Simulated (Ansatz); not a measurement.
# Ruthenium tetroxide (RuO4): small, medium and large basis sets

One table from this session's results is given with a row withheld; the runs are named, their logs left out.

The runs use Ansatz 0.2.0, Gaussian basis; one geometry, several basis sets.

Plan: PBE0-D4/def2-SVP; ωB97M-V/def2-SVP; PBE0-D4/def2-QZVPP; ωB97M-V/def2-QZVPP; the functionals' def2-TZVPP values are taken from earlier runs.

**Structure used throughout**

All runs share one geometry, relaxed beforehand with PBE0-D4 in a triple-zeta def2 set. Ru takes the def2 core potential; no spin-orbit term is included.

SMILES `[O]=[Ru](=[O])(=[O])=[O]`, 5 atoms, charge 0, spin multiplicity 1.

Atoms are counted from 1 here; the program's logs count them from 0.

Bond lengths: O1–Ru2 1.663 Å, Ru2–O3 1.663 Å, Ru2–O4 1.663 Å, Ru2–O5 1.663 Å. Angles: O1–Ru2–O3 109.5°, O1–Ru2–O4 109.5°, O1–Ru2–O5 109.5°, O3–Ru2–O4 109.5°, O3–Ru2–O5 109.5°, O4–Ru2–O5 109.5°.

Set-up of the first run:

in.yaml reads:

```yaml
crystal:
  periodic: [false, false, false]
  atoms:
    - {symbol: O, position_ang: [-0.839949, -0.286687, 1.406428]}
    - {symbol: Ru, position_ang: [0.000000, 0.000002, 0.000002]}
    - {symbol: O, position_ang: [1.399232, -0.898814, -0.003114]}
    - {symbol: O, position_ang: [-0.938405, -0.430682, -1.303697]}
    - {symbol: O, position_ang: [0.379122, 1.616190, -0.099609]}
basis:
  gaussian: {orbitals: def2-SVP}
hamiltonian: {xc: pbe0, dispersion: d4}
output: {orbitals: {seedname: orbitals}}
```

Steps of the session up to this table: PBE0-D4 in def2-SVP; ωB97M-V in def2-SVP; PBE0-D4 in def2-QZVPP; ωB97M-V in def2-QZVPP.

One table of the session follows, with a row left open; its other results are not shown here.

It belongs to the step «Functionals by basis». 

```
functional       basis  HOMO (eV)  LUMO (eV)
   PBE0-D4    def2-SVP     -10.49      -5.06
   PBE0-D4  def2-TZVPP          ?          ?
   PBE0-D4  def2-QZVPP     -10.49      -4.97
   ωB97M-V    def2-SVP     -12.71      -2.96
   ωB97M-V  def2-TZVPP     -12.75      -2.91
   ωB97M-V  def2-QZVPP     -12.75      -2.91
```

**Question.** Estimate the row for PBE0-D4, def2-TZVPP.

The run gave: HOMO (eV): -10.49; LUMO (eV): -4.99.
